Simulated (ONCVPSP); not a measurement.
# Pseudopotential generation for N: ONCV, LDA (Perdew-Wang 92)

Do these settings give a usable potential? It is generated, then checked for transferability, scattering, ghosts and hardness.

Program: ONCVPSP 4.0.1.1 (patched build). Reference atom: LDA (Perdew-Wang 92), scalar-relativistic, spherical and spin-unpolarised. All values are calculated.

## Step 1: The design

The settings as typed:

```
element                 : nitrogen (N, Z = 7)
type                    : optimised norm-conserving Vanderbilt (ONCV)
frozen core             : [He]
valence charge          : 5
reference configuration : 2s2 2p2 (charge +1)
partial waves           : 2s: rc 0.70 bohr, ncon 5, nbas 9, qcut 9.6 1/bohr, 1 projector; 2p: rc 2.15 bohr, ncon 5, nbas 9, qcut 5.7 1/bohr, 3 projectors, debl 1.9 Ha; d scattering state at 0.25 Ha: rc 2.25 bohr, ncon 4, nbas 7, qcut 4.2 1/bohr, 2 projectors, debl 3.2 Ha
local potential         : polynomial inside 0.50 bohr (lpopt 5, dvloc0 0 Ha)
core correction         : not asked for
```

An earlier all-electron run gives the scale for the radii.

All-electron outer shells of the reference configuration (LDA (PZ), scalar-relativistic, ld1.x):

```
shell  level (eV)  outermost node (bohr)  outermost maximum (bohr)
   1s     -398.47                      –                      0.15
   2s      -32.25                   0.32                      0.99
   2p      -20.82                      –                      0.91
```

## Step 2: The generation run

N.dat

```
# ATOM AND REFERENCE CONFIGURATION
# atsym  z   nc   nv     iexc    psfile
  N 7.00    1    2  -001012      upf
#
#   n    l    f
    1    0    2.00
    2    0    2.00
    2    1    2.00
#
# PSEUDOPOTENTIAL AND OPTIMIZATION
# lmax
    2
#
#   l,   rc,      ep,       ncon, nbas, qcut
    0    0.70    0.00    5    9    9.60
    1    2.15    0.00    5    9    5.70
    2    2.25    0.25    4    7    4.20
#
# LOCAL POTENTIAL
# lloc, lpopt,  rc(5),   dvloc0
    4    5    0.50    0.00
#
# VANDERBILT-KLEINMAN-BYLANDER PROJECTORs
# l, nproj, debl
    0    1    1.10
    1    3    1.90
    2    2    3.20
#
# MODEL CORE CHARGE
# icmod, fcfact, rcfact
    0    0.00    0.00
#
# LOG DERIVATIVE ANALYSIS
# epsh1, epsh2, depsh
   -3.00    5.00    0.02
#
# OUTPUT GRID
# rlmax, drl
    6.00    0.01
#
# TEST CONFIGURATIONS
# ncnf
    4
# nvcnf
#   n    l    f
    2
    2    0    2.00
    2    1    3.00
#
    2
    2    0    2.00
    2    1    1.00
#
    2
    2    0    2.00
    2    1    0.00
#
    2
    2    0    1.00
    2    1    3.00
#
```

Run with:

```bash
$ oncvpsp.x < N.dat > N.out
```

**Question.** What will these runs give? Wanted: cutoffs for 1 and 0.1 mHa per electron, occupied waves; bound ghosts; GHOST(+) flags; largest test error; largest phase difference near zero energy, channels read.

The runs gave:

```
                                                quantity                                                         value
  cutoffs for 1 and 0.1 mHa per electron, occupied waves                                             385 Ha and 467 Ha
                                            bound ghosts                                                    none found
                                          GHOST(+) flags  none at low energy (1 near or above the test basis's cutoff)
                            largest test error (AE − PS)                                        +1627 meV, for 2s2 2p0
largest phase difference near zero energy, channels read                                                     0.018 rad
```

**Reading.** The worst unpolarised test, 2s2 2p0, is off by 1627 meV on 76.1 eV; by total energies transferability rates as poor. That test lies far up in energy; among those under 40 eV, nearer to bonding, the largest error is 278 meV. The potential is very hard: the looser tolerance needs 385 Ha. At the looser tolerance the 2s wave is the slowest; 2p needs 14 Ha. The program's ghost test flags no bound state. Near zero energy the phases of the channels with partial waves agree within 0.018 rad. These are tests on the free atom; a crystal test is still owed.
